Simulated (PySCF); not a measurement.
**From one method to the next for SeS (triplet)**

What do other methods print for SeS (triplet)?

Computed with PySCF 2.14.0. Level: method and basis as typed in the scripts.

2 further runs of the same task are left out: 2 that didn't finish.

## Step 1: The starting structure

SeS (triplet): 2 atoms, charge 0, spin multiplicity 3.

Bond lengths: Se1–S2 1.995 Å.

## Step 2: Base script

The input, input.py:

```python
from pyscf import gto, scf

mol = gto.M(
    atom='Se 0 0 0; S 0 0 1.995',
    basis='sbkjc',
    ecp={'Se': 'sbkjc', 'S': 'sbkjc'},
    charge=0,
    spin=2,
    verbose=4,
)
mf = scf.UHF(mol)
mf = mf.density_fit(auxbasis='def2-universal-jkfit')
mf.kernel()
mf.mulliken_pop()
mf.dip_moment()
print('orbital energies (hartree):', [e[max(0, n-3):n+3].round(4) for e, n in zip(mf.mo_energy, mol.nelec)])
```

Started as:

```console
> OMP_NUM_THREADS=1 python input.py
```

Its log is not repeated here.

It gives: E(SCF) = -19.029051 Eh, 11 cycles, ⟨S²⟩ = 2.021, μ = 1.00 D.

The bond length is a typed value, not an optimised one. The triplet is typed in the script; nothing here shows that it is the ground state.

## Step 3: Mn15 (UKS)

Run 1 changes functional: none (Hartree–Fock) → mn15; SCF type: UHF → UKS.

The input, input.py:

```python
from pyscf import gto, dft

mol = gto.M(
    atom='Se 0 0 0; S 0 0 1.995',
    basis='sbkjc',
    ecp={'Se': 'sbkjc', 'S': 'sbkjc'},
    charge=0,
    spin=2,
    verbose=4,
)
mf = dft.UKS(mol, xc='mn15')
mf = mf.density_fit(auxbasis='def2-universal-jkfit')
mf.kernel()
mf.mulliken_pop()
mf.dip_moment()
print('orbital energies (hartree):', [e[max(0, n-3):n+3].round(4) for e, n in zip(mf.mo_energy, mol.nelec)])
```

Started as:

```console
> OMP_NUM_THREADS=1 python input.py
```

## Step 4: Wb97x (UKS)

Run 2 changes functional: none (Hartree–Fock) → wb97x; SCF type: UHF → UKS.

input.py, as its differences from that of step 2:

```diff
@@ -1,2 +1,2 @@
-from pyscf import gto, scf
+from pyscf import gto, dft
 
@@ -10,3 +10,3 @@
 )
-mf = scf.UHF(mol)
+mf = dft.UKS(mol, xc='wb97x')
 mf = mf.density_fit(auxbasis='def2-universal-jkfit')
```

## Step 5: Mn15l (UKS)

Run 3 changes functional: none (Hartree–Fock) → mn15l; SCF type: UHF → UKS.

input.py, as its differences from that of step 2:

```diff
@@ -1,2 +1,2 @@
-from pyscf import gto, scf
+from pyscf import gto, dft
 
@@ -10,3 +10,3 @@
 )
-mf = scf.UHF(mol)
+mf = dft.UKS(mol, xc='mn15l')
 mf = mf.density_fit(auxbasis='def2-universal-jkfit')
```

**Question.** What will these runs give? Wanted: for each run, E(SCF); from base; gap, α spin; SCF dipole.

As calculated:

```tsv
run	E(SCF) (hartree)	from base (eV)	cycles	gap, α spin (eV)	SCF dipole (D)
base	-19.029051	0	11	12.64	1.00
mn15 (UKS)	-19.357791	not comparable	9	7.31	0.80
wb97x (UKS)	-19.427678	not comparable	10	10.85	0.86
mn15l (UKS)	-19.343527	not comparable	8	5.15	0.75
```

**Reading.** The α-spin gap between the frontier levels is 5.2 eV with mn15l (0 % exact exchange) and 7.3 eV with mn15 (44 %): exact exchange opens it. A lower total energy from another functional means nothing by itself.
